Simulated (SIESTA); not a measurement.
This SIESTA 5.4.2 run on Cd needs a look.

Cd.fdf

```
SystemName                      Cd
SystemLabel                     Cd
NumberOfSpecies                 1
NumberOfAtoms                   3
%block ChemicalSpeciesLabel
  1  48 Cd
%endblock ChemicalSpeciesLabel

LatticeConstant                 2.9788725100 Ang
%block LatticeParameters
  1.0000000000 1.0000000000 6.9212931842 90.0000000000 90.0000000000 120.0000000000
%endblock LatticeParameters
AtomicCoordinatesFormat         Fractional
%block AtomicCoordinatesAndAtomicSpecies
     0.3333333333     0.6666666666     0.3637659966  1  Cd
     0.6666666667     0.3333333334     0.5000000000  1  Cd
     0.3333333333     0.6666666666     0.6362340034  1  Cd
%endblock AtomicCoordinatesAndAtomicSpecies

%block kgrid.MonkhorstPack
   10   0   0  0.0
    0  10   0  0.0
    0   0   1  0.0
%endblock kgrid.MonkhorstPack
XC.Functional                   GGA
XC.Authors                      PBE
PAO.BasisSize                   DZP
PAO.EnergyShift                 0.003 Ry
Mesh.Cutoff                     800 Ry
OccupationFunction              FD
ElectronicTemperature           0.05 eV
Slab.DipoleCorrection           vacuum
MaxSCFIterations                75
SCF.MustConverge                false
SCF.Mixer.Method                Pulay
SCF.Mixer.Weight                0.25
SCF.Mixer.History               8
SCF.DM.Tolerance                5.0e-05
SCF.H.Tolerance                 1.0e-03 eV
WriteForces                     true
Charge.Mulliken                 end
%block PAO.Basis
  Cd 5
  n=4 0 2
    2.625 0.000
  n=5 0 2
    7.565 0.000
  n=4 1 2
    2.973 0.000
  n=5 1 1
    7.565
  n=4 2 2
    4.575 0.000
%endblock PAO.Basis
SolutionMethod                  davidson
```

Potentials or basis: PseudoDojo 0.4 standard (PBE files), DZP (energy shift 0.003 Ry; two zetas on semicore shells).

Launch:

```sh
$ siesta Cd.fdf > Cd.out 2>&1
```

Cd.out:

```text
Version         : 5.4.2

                           ***********************
                           *  WELCOME TO SIESTA  *
                           ***********************

 NOTE: Siesta V5 introduces some new defaults for basis-set generation
 NOTE: which might lead to slightly different numerical results.
 NOTE: Please see the manual for full details and compatibility measures.

[... 313 lines left out ...]
redata: (free) Energy tolerance for SCF             =     0.000100 eV
redata: Using DFT-D3 dispersion                     =   F
redata: Using Saved Data (generic)                  =   F
redata: Use continuation files for DM               =   T
redata: Neglect nonoverlap interactions             =   F
redata: The method of solution must be either OrderN, OMM, Diagon, Transiesta, or Dummy
Stopping Program from Node:    0
redata: The method of solution must be either OrderN, OMM, Diagon, Transiesta, or Dummy
Stopping Program from Node:    0

Program received signal SIGABRT: Process abort signal.

Backtrace for this error:
```

Task: What happened, and what is wrong with the input?

Result: The input was rejected before any iteration. The input holds a flaw that was put in on purpose: solution method that doesn't exist (SolutionMethod = davidson).
